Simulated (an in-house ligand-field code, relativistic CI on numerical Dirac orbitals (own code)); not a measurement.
# d1 to d5 in a ligand field: terms by electron count

Aim: the terms of a d1 to d5 shell from Racah B and C and the field, by exact diagonalisation.

Program: an in-house ligand-field code version 1. Level of theory: parametric ligand-field model of a d^n configuration (Racah B and C, spin-orbit zeta, crystal field), exact diagonalisation. These are calculated values, not measurements, unless marked.

## 1. The atom as given

```
shell        : d1 to d5
set 1 (cm⁻¹) : d1: B = 440, C = 2090, Oh, 10Dq = 39300
set 2 (cm⁻¹) : d2: B = 440, C = 2090, Oh, 10Dq = 39300
set 3 (cm⁻¹) : d3: B = 440, C = 2090, Oh, 10Dq = 39300
set 4 (cm⁻¹) : d4: B = 440, C = 2090, Oh, 10Dq = 39300
set 5 (cm⁻¹) : d5: B = 440, C = 2090, Oh, 10Dq = 39300
```

## 2. Set 1

Settings of the run:

```ini
n = 1
racah_B = 440  # cm-1
racah_C = 2090  # cm-1
zeta = 0  # cm-1
symmetry = Oh
field = {"10Dq": 39300}  # cm-1
```

Run with:

```
$ python run_levels.py task.json out
```

The settings of every run stand in task.json; they run in order.

## 3. Set 2

The settings differ from step 2 so:

```diff
@@ -1,2 +1,2 @@
-n = 1
+n = 2
 racah_B = 440  # cm-1
```

## 4. Set 3

The settings differ from step 3 so:

```diff
@@ -1,2 +1,2 @@
-n = 2
+n = 3
 racah_B = 440  # cm-1
```

## 5. Set 4

The settings differ from step 4 so:

```diff
@@ -1,2 +1,2 @@
-n = 3
+n = 4
 racah_B = 440  # cm-1
```

## 6. Set 5

The settings differ from step 5 so:

```diff
@@ -1,2 +1,2 @@
-n = 4
+n = 5
 racah_B = 440  # cm-1
```

(Steps that only read results are left out.)

What does the calculation give? Wanted: lowest terms; sets at their largest spin, of those that allow S over 1.

As calculated:

| set | 10Dq/B (size) | lowest | S | electrons in z² and x²-y² | first level of the same spin (cm⁻¹) |
| --- | --- | --- | --- | --- | --- |
| 1: Oh, d1 | 89.3 | 2T2 | 0.50 | 0.00 | 2E 39300 |
| 2: Oh, d2 | 89.3 | 3T1 | 1.00 | 0.00 | 3T2 38141 |
| 3: Oh, d3 | 89.3 | 4A2 | 1.50 | 0.00 | 4T2 39300 |
| 4: Oh, d4 | 89.3 | 3T1 | 1.00 | 0.01 | 3E 37154 |
| 5: Oh, d5 | 89.3 | 2T2 | 0.50 | 0.01 | 2A2 36431 |

```
                                                quantity                                   value
                                            lowest terms  1: 2T2, 2: 3T1, 3: 4A2, 4: 3T1, 5: 2T2
sets at their largest spin, of those that allow S over 1                                       3
```

**Reading.** 3 of 5 sets have the highest spin that their shell allows. B, C and the field are free parameters here, not those of a compound.
